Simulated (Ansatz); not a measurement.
Runs of Ansatz 0.2.0 on ZnH. It takes space group F-43m (No. 216, cubic). The conventional cell has a = 4.432 Å, b = 4.432 Å, c = 4.432 Å, α = 90.00°, β = 90.00°, γ = 90.00°. Around Zn (site symmetry -43m) lie 4 H at 1.92 Å. Around H (site symmetry -43m) lie 4 Zn at 1.92 Å. The cell was built by a generator and needn't be a form met in nature.

| level | cutoff (eV) | gap on the mesh (eV) | pressure (GPa) |
| --- | --- | --- | --- |
| LDA | 420 | none | -5.2 |
| PBEsol | 420 | none | -3.3 |
| revPBE | 420 | none | 1.7 |
| BLYP | 420 | none | 5.2 |
| PBE | 420 | none | 0.2 |
| RPBE | 420 | none | (b) |
| r2SCAN | 500 | none | (a) |

Alike in all rows: task band structure; potentials or basis Ansatz PAW; no spin polarisation; cell as given; k mesh 10 × 10 × 10; smearing fermi-dirac 0.05 eV.

Estimate the missing entries.

(a) -2.7; (b) 2.3.

Caveats: the PAW data sets come from PBE, with cores solved anew for the run's functional, which leaves a small shift of forces and pressure (some runs); the potentials were made for another functional, which shifts forces and pressure (some runs).

A k mesh can miss the band edges.

A gap of «none» marks a metal or a gap under the smearing width.

Not every run made on this cell is shown here.
